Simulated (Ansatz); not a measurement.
This script drives Ansatz's Python interface.

`run_freq.py`:
```python
"""Harmonic frequencies of CH3FSSe at its relaxed geometry."""

import itertools

import ansatz
from ase.data import atomic_numbers, covalent_radii
import numpy as np

BASIS = "def2-SVP"
XC = "r2SCAN"


def main() -> None:
    geometry_ang = [
        ("F", (0.3151, -1.4356, -0.0781)),
        ("C", (-0.046, -0.0555, 0.065)),
        ("S", (1.3028, 0.7988, 0.8726)),
        ("Se", (-0.2722, 0.7595, -1.6821)),
        ("H", (-0.9579, 0.0395, 0.6644)),
        ("H", (1.2174, 0.0259, 2.0464)),
        ("H", (-1.498, -0.2005, -1.934)),
    ]
    ch3fsse = ansatz.Crystal.molecule()
    for symbol, xyz in geometry_ang:
        ch3fsse = ch3fsse.atom(symbol, xyz)

    calculation = ch3fsse.calculation().basis(gaussian=BASIS).functional(XC)
    symbols = [site.symbol for site in ch3fsse.cartesian_sites]
    start = np.array([site.position_ang for site in ch3fsse.cartesian_sites], dtype=float)
    report = calculation.relax(force_tolerance=0.003).run(threads=1, pin="off").report
    end = np.array(report["positions_ang"])

    # pairs closer than 1.2 times the sum of covalent radii, before or after
    radius = [covalent_radii[atomic_numbers[s]] for s in symbols]
    span = lambda where, i, j: np.linalg.norm(where[i] - where[j])
    bonded = [(i, j) for i, j in itertools.combinations(range(len(symbols)), 2) if min(span(start, i, j), span(end, i, j)) < 1.2 * (radius[i] + radius[j])]
    print("pair        before    after (A)")
    for i, j in bonded:
        print(f"{symbols[i]}{i}-{symbols[j]}{j}".ljust(10), f"{span(start, i, j):8.4f} {span(end, i, j):8.4f}")
    for first, second in list(itertools.combinations(bonded, 2)):
        shared = set(first) & set(second)
        if shared and symbols[(j := shared.pop())] != "H":
            i, k = sorted((set(first) | set(second)) - {j})
            u, v = end[i] - end[j], end[k] - end[j]
            angle = np.degrees(np.arccos(np.clip(u @ v / np.linalg.norm(u) / np.linalg.norm(v), -1, 1)))
            print(f"final angle {symbols[i]}{i}-{symbols[j]}{j}-{symbols[k]}{k}: {angle:.2f} deg")

    # same settings at the minimum
    minimum = ansatz.Crystal.molecule()
    for symbol, place in zip(symbols, end):
        minimum = minimum.atom(symbol, place.tolist())
    vibrating = minimum.calculation().basis(gaussian=BASIS).functional(XC).phonons(temperatures=(100, 500, 100))
    vib = vibrating.run(threads=1, pin="off").report["vibrations"]
    sums = vib["harmonic_sums"]
    modes = [m["omega_inv_cm"] for m in sums["modes_at_gamma"] if m["rigid_motion"] == "no"]
    for number, w in enumerate(modes, start=1):
        print(f"mode {number:2d} {w:9.1f} 1/cm {w / 8065.544 * 1000:8.2f} meV")
    print("imaginary modes:", sum(w < 0 for w in modes), " zero-point energy:", round(sums["zero_point_energy_ev"], 4), "eV")
    print("T (K)   F_vib (eV)   S_vib (meV/K)   C_vib (meV/K)")
    for row in zip(sums["temperatures_k"], sums["vibrational_free_energy_ev"], vib["entropy_ev_per_k"], vib["heat_capacity_ev_per_k"]):
        print(f"{row[0]:6.1f} {row[1]:11.4f} {1000 * row[2]:13.4f} {1000 * row[3]:15.4f}")


if __name__ == "__main__":
    main()
```

It is started by `python run_freq.py`. Estimate its wall time and peak memory on 1 thread of Intel(R) Xeon(R) Platinum 8259CL CPU @ 2.50GHz (Skylake/Cascade Lake), on a shared host.

It took about 6.6 min, with a peak of 0.24 GiB, for 2 runs of the engine.

Output of `python run_freq.py`:
```text
pair        before    after (A)
F0-C1        1.4337   1.3674
C1-S2        1.7892   1.8130
C1-Se3       1.9411   1.9722
C1-H4        1.0954   1.1008
S2-H5        1.4080   1.3526
Se3-H6       1.5772   1.4722
final angle F0-C1-S2: 112.64 deg
final angle F0-C1-Se3: 110.49 deg
final angle F0-C1-H4: 107.85 deg
final angle S2-C1-Se3: 106.21 deg
final angle S2-C1-H4: 110.24 deg
final angle C1-S2-H5: 95.33 deg
final angle Se3-C1-H4: 109.40 deg
final angle C1-Se3-H6: 91.89 deg
mode  1     158.8 1/cm    19.69 meV
mode  2     194.9 1/cm    24.17 meV
mode  3     242.1 1/cm    30.02 meV
mode  4     287.3 1/cm    35.62 meV
mode  5     407.9 1/cm    50.57 meV
mode  6     603.0 1/cm    74.77 meV
mode  7     690.6 1/cm    85.62 meV
mode  8     838.7 1/cm   103.98 meV
mode  9     951.6 1/cm   117.98 meV
mode 10    1052.1 1/cm   130.44 meV
mode 11    1162.8 1/cm   144.17 meV
mode 12    1319.9 1/cm   163.65 meV
mode 13    2432.3 1/cm   301.57 meV
mode 14    2684.7 1/cm   332.86 meV
mode 15    3100.2 1/cm   384.38 meV
imaginary modes: 0  zero-point energy: 0.9997 eV
T (K)   F_vib (eV)   S_vib (meV/K)   C_vib (meV/K)
 100.0      0.9978        0.0738          0.1718
 200.0      0.9812        0.2604          0.3763
 300.0      0.9459        0.4438          0.5341
 400.0      0.8929        0.6155          0.6601
 500.0      0.8233        0.7737          0.7568
```

The frequencies are harmonic and unscaled, in a modest basis. The result belongs to the one conformer reached from this start, and soft torsions count as harmonic oscillators.
